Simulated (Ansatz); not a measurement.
# H5InO3S: small, medium and large basis sets

The task here is to estimate one member of a computed series from the others.

Computed with Ansatz 0.2.0, Gaussian basis. Level: one geometry, several basis sets.

Plan: PBE0-D4/def2-SVP; ωB97M-V/def2-SVP; PBE0-D4/def2-QZVPP; ωB97M-V/def2-QZVPP; the functionals' def2-TZVPP values are taken from earlier runs.

1 further run of the same task is left out (for a known fault of the program).

**The geometry**

The geometry comes from an earlier relaxation with PBE0-D4 in a triple-zeta def2 set; it is a stationary point, not always the lowest conformer. In takes the def2 core potential; no spin-orbit term is included.

10 atoms, charge 0, spin multiplicity 1.

Atoms are counted from 1 here; the program's logs count them from 0.

Bond lengths: O1–In2 2.016 Å, O1–H6 0.959 Å, In2–O3 1.983 Å, In2–O4 2.337 Å, In2–S5 2.386 Å, O3–H7 0.959 Å, O4–H8 0.979 Å, O4–H10 0.963 Å, S5–H9 1.343 Å. Angles: In2–O1–H6 114.6°, O1–In2–O3 113.0°, O1–In2–O4 73.8°, O1–In2–S5 118.2°, O3–In2–O4 107.8°, O3–In2–S5 126.4°, O4–In2–S5 100.9°, In2–O3–H7 113.4°, In2–O4–H8 86.0°, In2–O4–H10 114.8°, H8–O4–H10 107.6°, In2–S5–H9 93.4°.

The first run:

Contents of in.yaml:

```yaml
crystal:
  periodic: [false, false, false]
  atoms:
    - {symbol: O, position_ang: [-1.161278, -1.387468, 0.744472]}
    - {symbol: In, position_ang: [-0.004776, 0.237786, 0.452169]}
    - {symbol: O, position_ang: [1.765605, 0.095661, 1.333191]}
    - {symbol: O, position_ang: [0.083593, -0.990352, -1.534284]}
    - {symbol: S, position_ang: [-1.051933, 2.243615, -0.305978]}
    - {symbol: H, position_ang: [-0.944287, -1.895243, 1.528629]}
    - {symbol: H, position_ang: [2.216403, 0.938183, 1.419321]}
    - {symbol: H, position_ang: [-0.505501, -1.630484, -1.085268]}
    - {symbol: H, position_ang: [0.093449, 2.945188, -0.281055]}
    - {symbol: H, position_ang: [-0.408173, -0.607985, -2.268299]}
basis:
  gaussian: {orbitals: def2-SVP}
hamiltonian: {xc: pbe0, dispersion: d4}
output: {orbitals: {seedname: orbitals}}
```

Command:

```console
ansatz run in.yaml --threads 4 --pin off --events-out ev --progress --plain --max-ram 10444MiB
```

Among the steps run: PBE0-D4 in def2-SVP; ωB97M-V in def2-SVP; PBE0-D4 in def2-QZVPP; ωB97M-V in def2-QZVPP.

One table of the session follows, with a row left open; its other results are not shown here.

It belongs to the step «Density functionals: the series». 

```
functional       basis  HOMO (eV)
   PBE0-D4    def2-SVP      -7.29
   PBE0-D4  def2-TZVPP      -7.50
   PBE0-D4  def2-QZVPP      -7.54
   ωB97M-V    def2-SVP      -9.47
   ωB97M-V  def2-TZVPP      -9.72
   ωB97M-V  def2-QZVPP          ?
```

Q: Estimate the row for ωB97M-V, def2-QZVPP from the others.

**Answer.** HOMO (eV): -9.77. In the column «HOMO (eV)» it is the lowest.
